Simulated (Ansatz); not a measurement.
# NbZn3: the cost of one run

Program: Ansatz 0.2.0. Level of theory: DFT PBEsol, scalar-relativistic. These are calculated values, not measurements.

### Step 1. The structure to begin with

It takes space group Pm-3m (No. 221, cubic). The conventional cell has a = 3.934 Å, b = 3.934 Å, c = 3.934 Å, α = 90.00°, β = 90.00°, γ = 90.00°. Nb (site symmetry m-3m) is surrounded by 12 Zn at 2.78 Å. Around Zn (site symmetry 4/mmm) lie 4 Nb at 2.78 Å and 8 Zn at 2.78 Å.

Coordinates:

```cif
data_structure
_symmetry_space_group_name_H-M 'Pm-3m'
_symmetry_Int_Tables_number 221
_cell_length_a 3.9340
_cell_length_b 3.9340
_cell_length_c 3.9340
_cell_angle_alpha 90.000
_cell_angle_beta 90.000
_cell_angle_gamma 90.000
_cell_volume 60.88
loop_
_atom_site_label
_atom_site_type_symbol
_atom_site_symmetry_multiplicity
_atom_site_Wyckoff_symbol
_atom_site_fract_x
_atom_site_fract_y
_atom_site_fract_z
_atom_site_occupancy
Nb1 Nb 1 a 0.00000 0.00000 0.00000 1
Zn1 Zn 3 c 0.00000 0.50000 0.50000 1
```

The file gives the conventional cell by its symmetry; the runs use the cell typed in the input.

Atoms are numbered in the order of the input: Nb1, Zn2, Zn3, Zn4.

### Step 2. After the deformation

Space group Pm-3m before, P4/mmm after.

### Step 3. All-electron LAPW

Input file input.yaml:

```yaml
crystal:
  lattice:
    - [3.89466, 0.0, 0.0]
    - [0.0, 3.89466, 0.0]
    - [0.0, 0.0, 3.934]
  atoms:
    - { symbol: Nb, position: [0.0, 0.0, 0.0] }
    - { symbol: Zn, position: [0.0, 0.5, 0.5] }
    - { symbol: Zn, position: [0.5, 0.0, 0.5] }
    - { symbol: Zn, position: [0.5, 0.5, 0.0] }
kpoints:
  mp_grid: { grid: [10, 10, 10] }
  band_path:
    path:
      - [0.0, 0.0, 0.0]
      - [0.0, 0.5, 0.0]
      - [0.5, 0.5, 0.0]
      - [0.0, 0.0, 0.0]
      - [0.0, 0.0, 0.5]
      - [0.0, 0.5, 0.5]
      - [0.5, 0.5, 0.5]
      - [0.0, 0.0, 0.5]
      - [0.0, 0.5, 0.0]
    npoints: 5
scf:
  occupations: { method: fermi_dirac, width: 0.05 }
hamiltonian:
  xc: pbesol
  pseudopotentials: { kind: all_electron, lapw: { basis_error: 0.001 } }
output:
  forces: true
  stress: true
  eigenvalues: true
```

Run with:

```console
> ansatz run input.yaml --threads 1 --pin off --max-ram 4096MiB --backend cpu --events-out ev --progress --plain --runs-dir out
```

Q: Estimate wall time and peak memory on 1 thread of Arm Neoverse V1, shared host.

About 2.6 min, with a peak of 0.99 GiB.
